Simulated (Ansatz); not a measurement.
**CH6Cl2Si2: how energies converge with the basis set**

How large a basis does CH6Cl2Si2 need? Two functionals are run in growing sets.

Method: one geometry, several basis sets; program: Ansatz 0.2.0, Gaussian basis.

Levels to be run: PBE0-D4/def2-SVP; ωB97M-V/def2-SVP; PBE0-D4/def2-QZVPP; ωB97M-V/def2-QZVPP; the functionals' def2-TZVPP values are taken from earlier runs.

## Step 1: The relaxed structure

All runs share one geometry, relaxed beforehand with PBE0-D4 in a triple-zeta def2 set.

SMILES `C[SiH2][SiH](Cl)Cl`, 11 atoms, charge 0, spin multiplicity 1.

Atoms are counted from 1 here; the program's logs count them from 0.

Bond lengths: C1–Si2 1.870 Å, C1–H6 1.092 Å, C1–H7 1.092 Å, C1–H8 1.092 Å, Si2–Si3 2.337 Å, Si2–H9 1.489 Å, Si2–H10 1.489 Å, Si3–Cl4 2.059 Å, Si3–Cl5 2.059 Å, Si3–H11 1.481 Å. Angles: Si2–C1–H6 110.5°, Si2–C1–H7 110.7°, Si2–C1–H8 110.5°, H6–C1–H7 108.4°, H6–C1–H8 108.3°, H7–C1–H8 108.4°, C1–Si2–Si3 109.1°, C1–Si2–H9 111.7°, C1–Si2–H10 111.7°, Si3–Si2–H9 107.8°, Si3–Si2–H10 107.8°, H9–Si2–H10 108.5°, Si2–Si3–Cl4 108.7°, Si2–Si3–Cl5 108.7°, Si2–Si3–H11 117.0°, Cl4–Si3–Cl5 108.5°, Cl4–Si3–H11 106.8°, Cl5–Si3–H11 106.8°.

## Step 2: PBE0-D4 in def2-SVP

in.yaml reads:

```yaml
crystal:
  periodic: [false, false, false]
  atoms:
    - {symbol: C, position_ang: [-1.100582, 0.664101, 1.111472]}
    - {symbol: Si, position_ang: [0.572550, -0.100972, 0.774490]}
    - {symbol: Si, position_ang: [0.742833, -0.591726, -1.503637]}
    - {symbol: Cl, position_ang: [-0.770902, -1.890360, -2.013929]}
    - {symbol: Cl, position_ang: [0.499476, 1.150113, -2.573717]}
    - {symbol: H, position_ang: [-1.899397, -0.025408, 0.830946]}
    - {symbol: H, position_ang: [-1.208653, 0.904657, 2.171197]}
    - {symbol: H, position_ang: [-1.223464, 1.583069, 0.534740]}
    - {symbol: H, position_ang: [0.760802, -1.370378, 1.529486]}
    - {symbol: H, position_ang: [1.683638, 0.826004, 1.125307]}
    - {symbol: H, position_ang: [2.009201, -1.205901, -1.965755]}
basis:
  gaussian: {orbitals: def2-SVP}
hamiltonian: {xc: pbe0, dispersion: d4}
output: {orbitals: {seedname: orbitals}}
```

Further steps of the session: ωB97M-V in def2-SVP; PBE0-D4 in def2-QZVPP; ωB97M-V in def2-QZVPP.

**Question.** What will the summary of the whole plan be? Wanted: PBE0-D4: double and triple zeta above quadruple; ωB97M-V: double and triple zeta above quadruple.

**Answer**, as computed:

| quantity | value |
| --- | --- |
| PBE0-D4: double and triple zeta above quadruple | 16.84, 1.33 eV |
| ωB97M-V: double and triple zeta above quadruple | 16.80, 1.26 eV |

In words: For PBE0-D4 the step from double to triple zeta gains 15.51 eV and the next only 1.33 eV. These are total energies; as a rule much of such shifts cancels in differences, which this series doesn't test. The LUMO of ωB97M-V is positive and keeps falling with the basis (1.74 to 0.93 eV): an unbound level that the basis holds in place.
